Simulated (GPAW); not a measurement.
Al3Au:

```
Au Al
1.0
    -2.02533    2.02533    4.05660
     2.02533   -2.02533    4.05660
     2.02533    2.02533   -4.05660
Au Al
1 3
Direct
  0.00000 0.00000 0.00000
  0.50000 0.50000 0.00000
  0.25000 0.75000 0.50000
  0.75000 0.25000 0.50000
```

The cell comes from a database or a generator and needn't be the stable form of this composition.

| Quantity | Value |
| --- | --- |
| Program | GPAW 26.7.0 |
| Task | relaxation of cell and atoms |
| Functional | PBEsol |
| Dispersion | D3 |
| Potentials or basis | PAW data sets generated in the run's folder for this functional |
| Cutoff | 600 eV |
| Basis | pw |
| k mesh | 6 × 6 × 6 |
| Occupations | fermi-dirac, width 0.05 eV |
| Spin | no spin polarisation |

At the start: pressure -4.9 GPa; volume 16.64 Å³/atom.

Q: Where does the relaxation end?

A: Over 6 steps the energy falls by 14.2 meV/atom and the volume is 15.82 Å³/atom (-5.0 %); space group I4/mmm (No. 139, to 0.05 Å).

Step by step:
| step | energy change (eV) | largest force (eV/Å) | pressure (GPa) | volume (Å³) |
| --- | --- | --- | --- | --- |
| 1 | 0.0000 | 0.0000 | -4.90 | 66.56 |
| 2 | -0.0108 | 0.0000 | -4.44 | 66.20 |
| 3 | -0.0549 | 0.0000 | 0.52 | 62.98 |
| 4 | -0.0553 | 0.0000 | 0.00 | 63.28 |
| 5 | -0.0554 | 0.0000 | 0.00 | 63.28 |
| 6 | -0.0569 | 0.0000 | 0.02 | 63.27 |

Final structure:
```
Au Al
1.0
    -1.98355    1.98355    4.01994
     1.98355   -1.98355    4.01994
     1.98355    1.98355   -4.01994
Au Al
1 3
Direct
  0.00000 0.00000 0.00000
  0.50000 0.50000 0.00000
  0.25000 0.75000 0.50000
  0.75000 0.25000 0.50000
```

Caveat: the k mesh is coarse (spacing up to 0.37 Å⁻¹), so the values aren't converged; with this Au data set, volumes or pressures lay over 1.5 % or 2 GPa off other programs in two to four cells of ten; later steps reuse the first step's grids; pairwise dispersion overbinds metals, which lowers pressure and volume.
